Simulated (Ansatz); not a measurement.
# CH3BClNOTe: one species, many methods

An exercise on one series of results from a longer session: the logs are not shown, and one member is left open.

Program: Ansatz 0.2.0, Gaussian basis. Level of theory: functionals in def2-TZVPP, the program's frozen cores in correlated methods. These are calculated values, not measurements.

Levels to be run: LDA (SPW92), PBE-D4, revPBE-D4, BLYP-D4, r2SCAN-D4, B97M-V, PBE0-D4, B3LYP-D4, r2SCANh-D4, r2SCAN0-D4, HSE06-D4, BHLYP-D4, CAM-B3LYP-D4, LC-ωPBE, ωB97X-V, ωB97M-V, B2PLYP, PBE-QIDH; CCSD(T)/def2-SVP; CCSD(T)/def2-TZVPP; MP2/def2-QZVPP; extrapolation to the limit; RPA on PBE.

## The geometry

An earlier PBE0-D4 in a triple-zeta def2 set relaxation fixed the geometry. Te takes the def2 core potential; no spin-orbit term is included.

9 atoms, charge 0, spin multiplicity 1.

Atoms are counted from 1 here; the program's logs count them from 0.

Bond lengths: O1–C2 1.396 Å, O1–H7 0.962 Å, C2–Te3 2.166 Å, C2–N4 1.433 Å, C2–B5 1.551 Å, Te3–H8 1.661 Å, N4–B5 1.351 Å, N4–H9 1.007 Å, B5–Cl6 1.718 Å. Angles: C2–O1–H7 108.0°, O1–C2–Te3 112.6°, O1–C2–N4 112.8°, O1–C2–B5 122.1°, Te3–C2–N4 119.6°, Te3–C2–B5 122.4°, N4–C2–B5 53.6°, C2–Te3–H8 93.2°, C2–N4–B5 67.6°, C2–N4–H9 134.3°, B5–N4–H9 158.0°, C2–B5–N4 58.7°, C2–B5–Cl6 155.9°, N4–B5–Cl6 145.3°.

The first run:

Contents of in.yaml:

```yaml
crystal:
  periodic: [false, false, false]
  atoms:
    - {symbol: O, position_ang: [-0.217935, -1.281768, 0.819727]}
    - {symbol: C, position_ang: [-0.108505, -0.180951, -0.031032]}
    - {symbol: Te, position_ang: [0.848615, -0.675005, -1.909728]}
    - {symbol: N, position_ang: [0.263625, 1.019461, 0.658439]}
    - {symbol: B, position_ang: [-0.984180, 1.087185, 0.146271]}
    - {symbol: Cl, position_ang: [-2.399731, 2.049850, -0.003438]}
    - {symbol: H, position_ang: [-0.562683, -2.019636, 0.307394]}
    - {symbol: H, position_ang: [2.165648, -1.361343, -1.166075]}
    - {symbol: H, position_ang: [1.083649, 1.315907, 1.161342]}
basis:
  gaussian: {orbitals: def2-TZVPP}
hamiltonian: {xc: lda}
output: {orbitals: {seedname: orbitals}}
```

The run is started by

```bash
$ ansatz run in.yaml --threads 4 --pin off --events-out ev --progress --plain --max-ram 10444MiB
```

Among the steps run: LDA; PBE-D4 (GGA); revPBE-D4 (GGA); BLYP-D4 (GGA); r2SCAN-D4 (meta-GGA); B97M-V (meta-GGA); PBE0-D4 (hybrid); B3LYP-D4 (hybrid); r2SCANh-D4 (hybrid); r2SCAN0-D4 (hybrid); HSE06-D4 (hybrid); BHLYP-D4 (hybrid); CAM-B3LYP-D4 (range-separated); LC-ωPBE (range-separated); ωB97X-V (range-separated); ωB97M-V (range-separated); B2PLYP (double hybrid); PBE-QIDH (double hybrid).

One of the session's tables, all rows but one given; the rest of the session is left out.

It belongs to the step «Orbital energies across the functionals». 

| functional | HOMO (eV) | gap (eV) |
| --- | --- | --- |
| LDA (SPW92) | -5.41 | 3.65 |
| PBE-D4 | -5.24 | 3.68 |
| revPBE-D4 | -5.18 | 3.71 |
| BLYP-D4 | -5.08 | 3.61 |
| r2SCAN-D4 | -5.48 | 4.11 |
| B97M-V | -5.49 | 4.09 |
| PBE0-D4 | -6.32 | 5.57 |
| B3LYP-D4 | -6.11 | 5.11 |
| r2SCANh-D4 | -5.88 | 4.80 |
| r2SCAN0-D4 | -6.48 | 5.83 |
| HSE06-D4 | -5.93 | 4.80 |
| BHLYP-D4 | ? | ? |
| CAM-B3LYP-D4 | -7.58 | 7.81 |
| LC-ωPBE | -8.90 | 10.27 |
| ωB97X-V | -8.57 | 9.79 |
| ωB97M-V | -8.45 | 9.50 |

Q: Estimate the row for BHLYP-D4 from the others.

Worked estimate for «HOMO (eV)». Against the share of exact exchange, BLYP-D4 (0, -5.08), B3LYP-D4 (0.2, -6.11) give a slope of -5.15 per unit share; at 0.5 the line stands at -7.65.

As computed: HOMO (eV): -7.24; gap (eV): 7.32. In «HOMO (eV)» the line misses by -0.41.
